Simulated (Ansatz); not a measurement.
**Co3Sn2Se2 (element-swapped structure): how the settings move a single-point run**

Aim: see which settings change the result for Co3Sn2Se2 (element-swapped structure), by how much, and at what cost.

Computed with Ansatz 0.2.0 (reference: DFT PBE, plane waves, PAW, scalar-relativistic, no spin polarisation, unless a step's input says otherwise).

**1. The structure to begin with**

Symmetry: R-3m, No. 166, trigonal system. The conventional cell has a = 5.508 Å, b = 5.508 Å, c = 13.495 Å, α = 90.00°, β = 90.00°, γ = 120.00°. Co (site symmetry 2/m) has 2 Se at 2.23 Å as nearest neighbours. Se (site symmetry 3m) has 3 Co at 2.23 Å and 1 Sn at 2.93 Å as nearest neighbours. Around Sn (site symmetry -3m) lie 6 Co at 2.75 Å and 2 Se at 2.93 Å. Sn (site symmetry -3m) is surrounded by 6 Co at 2.75 Å.

As a file:

```
CELL_PARAMETERS angstrom
2.75380 4.76972 0.00000
-2.75380 4.76972 0.00000
0.00000 -3.17981 4.49848
ATOMIC_POSITIONS crystal
Co 0.00000 0.00000 0.50000
Co 0.50000 0.00000 0.50000
Co 0.00000 0.50000 0.50000
Se 0.28300 0.28300 0.84900
Se 0.71700 0.71700 0.15100
Sn 0.50000 0.50000 0.50000
Sn 0.00000 0.00000 0.00000
```

**2. Reference**

The input, input.yaml:

```yaml
crystal:
  lattice:
    - [2.753798, 4.769713, 0.0]
    - [-2.753798, 4.769713, 0.0]
    - [0.0, -3.179805, 4.498476]
  atoms:
    - { symbol: Co, position: [0.0, 0.0, 0.5] }
    - { symbol: Co, position: [0.5, 0.0, 0.5] }
    - { symbol: Co, position: [0.0, 0.5, 0.5] }
    - { symbol: Se, position: [0.283, 0.283, 0.849] }
    - { symbol: Se, position: [0.717, 0.717, 0.151] }
    - { symbol: Sn, position: [0.5, 0.5, 0.5] }
    - { symbol: Sn, position: [0.0, 0.0, 0.0] }
  symmetry: { tolerance: 0.0003 }
kpoints:
  mp_grid: { grid: [4, 4, 4], shift: [0, 0, 0] }
magnetization:
  spin_polarized: false
scf:
  occupations: { method: fermi_dirac }
hamiltonian:
  pseudopotentials: { kind: paw }
  xc: pbe
basis:
  ecutwfc: 420
output:
  forces: true
  stress: true
  eigenvalues: true
```

Started as:

```console
ansatz run input.yaml --threads 1 --pin off --max-ram 2560MiB --backend cpu --events-out ev --progress --plain --runs-dir out
```

Output, cut to the lines that bear on the results:

```text
Warning: crystal.lattice misses the space group found at crystal.symmetry.tolerance 3.0e-4 in a digit that the deck types, which is why this is a warning: making the lattice exact moves one of its numbers by a whole unit of that number's last typed decimal, or more. The operation that it [...]
Warning: RAYON_NUM_THREADS=1 ignored (pool sized by the plan → 1); use --threads N
[...]
Pseudopotentials: kind: paw
Pseudopotential: Co, paw, valence charge 17, recommended cutoff 420 eV (normal), Co.paw.azcp
Pseudopotential: Se, paw, valence charge 16, recommended cutoff 420 eV (normal), Se.paw.azcp
Pseudopotential: Sn, paw, valence charge 14, recommended cutoff 420 eV (normal), Sn.paw.azcp
Functional definition: PBE
[...]
Crystal: 7 atoms, lattice volume = 118.173 Å³
Basis set: ecut = 420 eV, 2277 PW (Γ), exchange–correlation on 80×80×80 points (8 copies of the dense FFT grid, shifted against one another)
Bands: 67, of which v1, the nominal top of the filled ones, is band 56 counted from 1 (55 counted from 0)
Symmetry: 12 space group operations
Space group: R-3m (ITA 166), of the structure as read, at distance tolerance 7.4e-4 Å
k-points: 13 of 64
[...]
SCF iter   1: F=—  HF=-38366.357181 eV  |F-HF|=—  |Δ(HF+E_count)|=         —  Δρ=3.21e-3  dr2=7.68e-3  ethr=1.77e-3  ⟨swp⟩=6.2  Hψ=3206  notcnv=0  defer=5
[...]
SCF iter   8: F=-38366.356713 eV  HF=-38366.356713 eV  |F-HF|=1.62e-8  |Δ(HF+E_count)|=   5.21e-8  Δρ=5.03e-6  dr2=2.89e-8  ethr=9.01e-11  ⟨swp⟩=3.0  Hψ=3433  notcnv=0
[...]
SCF converged after 8 iterations
Free energy (F): -38366.356713 eV
[...]
E sigma→0 (E₀):  -38366.271047 eV
Entropy (-TS):   -0.171334 eV (-24.476 meV/atom)
Fermi energy:    14.380675 eV
[...]
--- Forces (eV/Å), atoms counted from 1 ---
  atom   1  Co    -0.00000000     0.00000000    -0.00000000
  atom   2  Co    -0.00000000     0.00000000    -0.00000000
  atom   3  Co    -0.00000000     0.00000000     0.00000000
  atom   4  Se     0.00000000     0.00000042     1.02058071
  atom   5  Se    -0.00000000    -0.00000042    -1.02058071
  atom   6  Sn     0.00000000     0.00000000     0.00000000
  atom   7  Sn     0.00000000    -0.00000000     0.00000000
[...]
--- Stress (GPa, compression-positive) ---
        0.387085      -0.000000      -0.000000
       -0.000000       0.387085       0.000002
       -0.000000       0.000002       5.204961
  P = ⅓ Tr σ = 1.9930 GPa (19.930 kbar)
--- Band table (eV; the first three rows and the last of 13) ---
[...]
```

Run time: 7.8 s. Hardware: 1 thread of Arm Neoverse V1, shared host; peak memory 0.45 GiB.

**3. Changed: chi_scale 0.0, n_extra_bands 32**

input.yaml: that of step 2 with these lines changed.

```diff
@@ -20,2 +20,4 @@
   occupations: { method: fermi_dirac }
+  initial_density: { chi_scale: 0.0 }
+  n_extra_bands: 32
 hamiltonian:
```

Started as:

```console
ansatz run input.yaml --threads 1 --pin off --max-ram 2560MiB --backend cpu --events-out ev --progress --plain --runs-dir out
```

Output, cut to the lines that bear on the results:

```text
Warning: crystal.lattice misses the space group found at crystal.symmetry.tolerance 3.0e-4 in a digit that the deck types, which is why this is a warning: making the lattice exact moves one of its numbers by a whole unit of that number's last typed decimal, or more. The operation that it [...]
Warning: RAYON_NUM_THREADS=1 ignored (pool sized by the plan → 1); use --threads N
scf.n_extra_bands = 32 over 56 filled bands (N_el = 111.0): the run solves 88 bands
[...]
[... 5 set-up lines as earlier in the session ...]
[...]
Crystal: 7 atoms, lattice volume = 118.173 Å³
Basis set: ecut = 420 eV, 2277 PW (Γ), exchange–correlation on 80×80×80 points (8 copies of the dense FFT grid, shifted against one another)
[...]
SCF iter   1: F=—  HF=-38372.805569 eV  |F-HF|=—  |Δ(HF+E_count)|=         —  Δρ=2.02e-1  dr2=5.52e1  ethr=3.10e-3  ⟨swp⟩=5.7  Hψ=4614  notcnv=0  defer=137
[...]
SCF iter  12: F=-38366.356713 eV  HF=-38366.356713 eV  |F-HF|=4.18e-9  |Δ(HF+E_count)|=   1.97e-8  Δρ=3.01e-6  dr2=9.62e-9  ethr=9.01e-11  ⟨swp⟩=3.0  Hψ=3482  notcnv=0
[...]
SCF converged after 12 iterations
Free energy (F): -38366.356713 eV
[...]
E sigma→0 (E₀):  -38366.271046 eV
Entropy (-TS):   -0.171335 eV (-24.476 meV/atom)
Fermi energy:    14.380682 eV
[...]
--- Forces (eV/Å), atoms counted from 1 ---
  atom   1  Co    -0.00000000     0.00000000     0.00000000
  atom   2  Co    -0.00000000     0.00000000    -0.00000000
  atom   3  Co    -0.00000000     0.00000000     0.00000000
  atom   4  Se     0.00000000     0.00000042     1.02058854
  atom   5  Se    -0.00000000    -0.00000042    -1.02058854
  atom   6  Sn     0.00000000    -0.00000000     0.00000000
  atom   7  Sn     0.00000000     0.00000000     0.00000000
[...]
--- Stress (GPa, compression-positive) ---
        0.386743      -0.000000      -0.000000
       -0.000000       0.386743       0.000002
       -0.000000       0.000002       5.204715
  P = ⅓ Tr σ = 1.9927 GPa (19.927 kbar)
--- Band table (eV; the first three rows and the last of 13) ---
[...]
```

Run time: 12 s. Hardware: 1 thread of Arm Neoverse V1, shared host; peak memory 0.46 GiB.

The changed start and band count doesn't alter the result here (within 0.5 meV/atom). Cost: 12 SCF cycles against 8, 12 s against 7.8 s.

**4. Changed: mp_grid.grid [3, 3, 3], eigensolver.kind davidson, basis.precision f64**

input.yaml: that of step 2 with these lines changed.

```diff
@@ -15,3 +15,3 @@
 kpoints:
-  mp_grid: { grid: [4, 4, 4], shift: [0, 0, 0] }
+  mp_grid: { grid: [3, 3, 3], shift: [0, 0, 0] }
 magnetization:
@@ -20,2 +20,3 @@
   occupations: { method: fermi_dirac }
+  eigensolver: { kind: davidson }
 hamiltonian:
@@ -25,2 +26,3 @@
   ecutwfc: 420
+  precision: f64
 output:
```

Started as:

```console
ansatz run input.yaml --threads 1 --pin off --max-ram 2560MiB --backend cpu --events-out ev --progress --plain --runs-dir out
```

Output, cut to the lines that bear on the results:

```text
Warning: crystal.lattice misses the space group found at crystal.symmetry.tolerance 3.0e-4 in a digit that the deck types, which is why this is a warning: making the lattice exact moves one of its numbers by a whole unit of that number's last typed decimal, or more. The operation that it [...]
Warning: RAYON_NUM_THREADS=1 ignored (pool sized by the plan → 1); use --threads N
[...]
[... 5 set-up lines as earlier in the session ...]
[...]
Crystal: 7 atoms, lattice volume = 118.173 Å³
Basis set: ecut = 420 eV, 2277 PW (Γ), exchange–correlation on 80×80×80 points (8 copies of the dense FFT grid, shifted against one another)
Bands: 67, of which v1, the nominal top of the filled ones, is band 56 counted from 1 (55 counted from 0)
[... 1 set-up line as earlier in the session ...]
[...]
k-points: 6 of 27
[...]
SCF iter   1: F=—  HF=-38366.401634 eV  |F-HF|=—  |Δ(HF+E_count)|=         —  Δρ=4.01e-3  dr2=1.07e-2  ethr=1.77e-3  ⟨swp⟩=6.5  Hψ=1644  notcnv=0
[...]
SCF iter   8: F=-38366.402081 eV  HF=-38366.402081 eV  |F-HF|=3.08e-8  |Δ(HF+E_count)|=   2.56e-8  Δρ=7.46e-6  dr2=3.07e-8  ethr=1.77e-10  ⟨swp⟩=4.0  Hψ=921  notcnv=0
[...]
SCF converged after 8 iterations
Free energy (F): -38366.402081 eV
[...]
E sigma→0 (E₀):  -38366.326103 eV
Entropy (-TS):   -0.151957 eV (-21.708 meV/atom)
Fermi energy:    14.341568 eV
[...]
--- Forces (eV/Å), atoms counted from 1 ---
  atom   1  Co    -0.00000000     0.00000000     0.00000000
  atom   2  Co    -0.00000000     0.00000000    -0.00000000
  atom   3  Co    -0.00000000     0.00000000     0.00000000
  atom   4  Se    -0.00000000     0.00000044     1.07607618
  atom   5  Se    -0.00000000    -0.00000044    -1.07607618
  atom   6  Sn    -0.00000000    -0.00000000     0.00000000
  atom   7  Sn    -0.00000000    -0.00000000     0.00000000
[...]
--- Stress (GPa, compression-positive) ---
       -0.087679      -0.000000      -0.000000
       -0.000000      -0.087679       0.000002
        0.000000       0.000002       5.409825
  P = ⅓ Tr σ = 1.7448 GPa (17.448 kbar)
--- Band table (eV; the first three rows and the last of 6) ---
[...]
```

Wall time 5.5 s (1 thread of Arm Neoverse V1, shared host); peak memory 0.41 GiB.

Changing the k-point mesh, solver and arithmetic precision moves the energy by -6.5 meV/atom, and the largest force goes from 1.02 to 1.08 eV/Å. The energy is not variational in the mesh, so the sign tells nothing. Of the settings changed, the mesh is the one that moves energies this far. These settings are too coarse to quote as the system's properties.

**5. Changed: eigensolver.kind davidson, ecutrho_ratio 8, basis.precision f64**

input.yaml: that of step 2 with these lines changed.

```diff
@@ -20,2 +20,3 @@
   occupations: { method: fermi_dirac }
+  eigensolver: { kind: davidson }
 hamiltonian:
@@ -25,2 +26,4 @@
   ecutwfc: 420
+  ecutrho_ratio: 8
+  precision: f64
 output:
@@ -29 +32,5 @@
   eigenvalues: true
+  write_density: true
+  write_potential: true
+  elf: true
+  volumetric_format: npy
```

Started as:

```console
ansatz run input.yaml --threads 1 --pin off --max-ram 2560MiB --backend cpu --events-out ev --progress --plain --runs-dir out
```

Output, cut to the lines that bear on the results:

```text
Warning: crystal.lattice misses the space group found at crystal.symmetry.tolerance 3.0e-4 in a digit that the deck types, which is why this is a warning: making the lattice exact moves one of its numbers by a whole unit of that number's last typed decimal, or more. The operation that it [...]
Warning: RAYON_NUM_THREADS=1 ignored (pool sized by the plan → 1); use --threads N
[...]
[... 5 set-up lines as earlier in the session ...]
[...]
Crystal: 7 atoms, lattice volume = 118.173 Å³
Basis set: ecut = 420 eV, 2277 PW (Γ), exchange–correlation on 108×108×108 points (8 copies of the dense FFT grid, shifted against one another)
Bands: 67, of which v1, the nominal top of the filled ones, is band 56 counted from 1 (55 counted from 0)
[... 1 set-up line as earlier in the session ...]
[...]
SCF iter   1: F=—  HF=-38366.356215 eV  |F-HF|=—  |Δ(HF+E_count)|=         —  Δρ=3.57e-3  dr2=9.21e-3  ethr=1.77e-3  ⟨swp⟩=7.2  Hψ=3552  notcnv=0
[...]
SCF iter   8: F=-38366.356690 eV  HF=-38366.356690 eV  |F-HF|=2.25e-8  |Δ(HF+E_count)|=   2.18e-8  Δρ=5.68e-6  dr2=2.26e-8  ethr=1.08e-10  ⟨swp⟩=3.5  Hψ=1825  notcnv=0
[...]
SCF converged after 8 iterations
Free energy (F): -38366.356690 eV
[...]
E sigma→0 (E₀):  -38366.271021 eV
Entropy (-TS):   -0.171337 eV (-24.477 meV/atom)
Fermi energy:    14.380695 eV
[...]
--- Forces (eV/Å), atoms counted from 1 ---
  atom   1  Co    -0.00000000     0.00000000     0.00000000
  atom   2  Co    -0.00000000     0.00000000    -0.00000000
  atom   3  Co    -0.00000000     0.00000000     0.00000000
  atom   4  Se     0.00000000     0.00000042     1.02055337
  atom   5  Se    -0.00000000    -0.00000042    -1.02055337
  atom   6  Sn     0.00000000     0.00000000     0.00000000
  atom   7  Sn    -0.00000000     0.00000000     0.00000000
[...]
--- Stress (GPa, compression-positive) ---
        0.386882      -0.000000      -0.000000
       -0.000000       0.386882       0.000002
       -0.000000       0.000002       5.204725
  P = ⅓ Tr σ = 1.9928 GPa (19.928 kbar)
--- Band table (eV; the first three rows and the last of 13) ---
[...]
```

It took 13 s on 1 thread of Arm Neoverse V1, shared host; peak memory 0.54 GiB.

Changing the solver, numerical grids and arithmetic precision hardly moves the energy: 0.0 meV/atom.

(Part 1 of 2 ends here.)
